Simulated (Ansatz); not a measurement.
# GaH3S: the cost of one run

Method: PBE0-D4, def2-SVP first, then def2-TZVP; program: Ansatz 0.2.0, Gaussian basis.

114 further runs of the same task are left out: 114 set aside as unsound or not needed.

## 1. Starting geometry

The guess: 5 atoms, charge 0, spin multiplicity 1.

Atoms are counted from 1 here; the program's logs count them from 0.

Bond lengths: Ga1–S2 2.540 Å, Ga1–H3 1.667 Å, Ga1–H4 1.673 Å, S2–H5 1.331 Å. Angles: S2–Ga1–H3 50.1°, S2–Ga1–H4 87.9°, H3–Ga1–H4 117.1°, Ga1–S2–H5 96.5°.

As a file:

```xyz
5

Ga   -0.43050   -0.67780    0.99750
S     0.19560    0.84070   -0.93990
H     0.92700   -0.68330    0.02940
H    -1.90310   -0.92920    0.24450
H     1.21110    1.44970   -0.33150
```

Distances that are to change: S2–H3 1.95 Å, Ga1–S2 2.54 Å, Ga1–H3 1.67 Å.

## 2. Constrained relaxation of the guess

hold/in.yaml reads:

```yaml
crystal:
  periodic: [false, false, false]
  atoms:
    - {symbol: Ga, position_ang: [-0.430500, -0.677800, 0.997500]}
    - {symbol: S, position_ang: [0.195600, 0.840700, -0.939900]}
    - {symbol: H, position_ang: [0.927000, -0.683300, 0.029400]}
    - {symbol: H, position_ang: [-1.903100, -0.929200, 0.244500]}
    - {symbol: H, position_ang: [1.211100, 1.449700, -0.331500]}
basis:
  gaussian: {orbitals: def2-SVP}
hamiltonian: {xc: pbe0, dispersion: d4}
relax: {f_tol: 0.04, max_steps: 150, escape_saddle: false, constraints: [{distance: [1, 2]}, {distance: [0, 1]}, {distance: [0, 2]}]}
```

On the command line:

```bash
ansatz run in.yaml --threads 2 --pin off --events-out ev --progress --plain --max-ram 4352MiB
```

**Question.** How long does this run take on 2 threads of Arm Neoverse V2, shared host?

About 7.5 s.
